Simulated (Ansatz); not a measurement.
# CH₇AlBNO: a ladder of functionals and wavefunction methods

How much do the methods differ for CH₇AlBNO? The plan is to run it at one geometry with functionals of several rungs and with coupled cluster. The yardstick is the atomisation energy at the CCSD(T) limit.

Computed with Ansatz 0.2.0, Gaussian basis. Level: functionals in def2-TZVPP, the program's frozen cores in correlated methods.

Levels to be run: PBE-D4, r2SCAN-D4, PBE0-D4, B3LYP-D4, ωB97X-V, ωB97M-V, B2PLYP; CCSD(T)/def2-TZVPP; MP2/def2-QZVPP; extrapolation to the limit.

## (1) The geometry

An earlier PBE0-D4 in a triple-zeta def2 set relaxation fixed the geometry.

12 atoms, charge 0, spin multiplicity 1.

Atoms are counted from 1 here; the program's logs count them from 0.

Bond lengths: B1–C2 1.460 Å, B1–Al5 2.342 Å, B1–H6 1.195 Å, B1–H7 1.203 Å, C2–N3 1.384 Å, C2–O4 1.457 Å, C2–Al5 2.153 Å, N3–H8 1.009 Å, N3–H9 1.017 Å, O4–Al5 1.951 Å, O4–H10 0.966 Å, Al5–H11 1.595 Å, Al5–H12 1.577 Å. Angles: C2–B1–Al5 64.2°, C2–B1–H6 119.2°, C2–B1–H7 118.4°, Al5–B1–H6 124.5°, Al5–B1–H7 83.6°, H6–B1–H7 122.3°, B1–C2–N3 134.2°, B1–C2–O4 116.3°, B1–C2–Al5 78.2°, N3–C2–O4 109.3°, N3–C2–Al5 121.8°, O4–C2–Al5 61.9°, C2–N3–H8 111.9°, C2–N3–H9 114.5°, H8–N3–H9 110.5°, C2–O4–Al5 76.9°, C2–O4–H10 109.1°, Al5–O4–H10 128.1° and more.

## (2) PBE-D4 (GGA)

Contents of in.yaml:

```yaml
crystal:
  periodic: [false, false, false]
  atoms:
    - {symbol: B, position_ang: [-1.165681, 0.317586, 0.867242]}
    - {symbol: C, position_ang: [-0.372123, -0.546705, -0.000749]}
    - {symbol: N, position_ang: [0.392342, -1.682312, 0.205945]}
    - {symbol: O, position_ang: [-0.215590, -0.106867, -1.381120]}
    - {symbol: Al, position_ang: [0.527366, 1.377125, -0.355664]}
    - {symbol: H, position_ang: [-1.138767, 0.140822, 2.049169]}
    - {symbol: H, position_ang: [-1.868639, 1.149584, 0.356689]}
    - {symbol: H, position_ang: [0.138759, -2.156532, 1.059551]}
    - {symbol: H, position_ang: [1.396555, -1.527395, 0.169995]}
    - {symbol: H, position_ang: [0.260718, -0.785591, -1.877057]}
    - {symbol: H, position_ang: [2.060935, 0.972204, -0.189593]}
    - {symbol: H, position_ang: [0.061125, 2.792979, -0.870310]}
basis:
  gaussian: {orbitals: def2-TZVPP}
hamiltonian: {xc: pbe, dispersion: d4}
output: {forces: true, orbitals: {seedname: orbitals}}
```

On the command line:

```console
> ansatz run in.yaml --threads 4 --pin off --events-out ev --progress --plain --max-ram 10444MiB
```

Further steps of the session: r2SCAN-D4 (meta-GGA); PBE0-D4 (hybrid); B3LYP-D4 (hybrid); ωB97X-V (range-separated); ωB97M-V (range-separated); B2PLYP (double hybrid); CCSD(T) in def2-TZVPP; MP2 in def2-QZVPP.

**Question.** What will the summary of the whole plan be? Wanted: atomisation energy, CCSD(T)/CBS; farthest; mean size of error, hybrid; mean size of error, range-separated; gap, smallest and largest; T1 diagnostic; triples share of the correlation energy.

**Answer**, as computed:

| quantity | value |
| --- | --- |
| atomisation energy, CCSD(T)/CBS | 976.4 kcal/mol |
| functionals within 4.9 kcal/mol (0.5 %) | PBE0-D4, B3LYP-D4, ωB97X-V |
| farthest | PBE-D4 (+23.7 kcal/mol) |
| mean size of error, hybrid | 2.8 kcal/mol |
| mean size of error, range-separated | 5.8 kcal/mol |
| gap, smallest and largest | 3.93 eV (PBE-D4), 9.89 eV (ωB97X-V) |
| T1 diagnostic | 0.0124 |
| triples share of the correlation energy | 4.0 % |

What this shows: PBE-D4 misses by +23.7 kcal/mol. Double hybrids carry the basis error of their MP2 part in triple zeta, and no dispersion term here, so their miss is partly the set-up's. Misses under about 4.9 kcal/mol are within the doubt on the reference itself, which lacks core-valence correlation, relativity and higher excitations. Hartree-Fock recovers 70 % of the binding; the rest is correlation. Orbital gaps span 3.9 to 9.9 eV; exact exchange widens them.
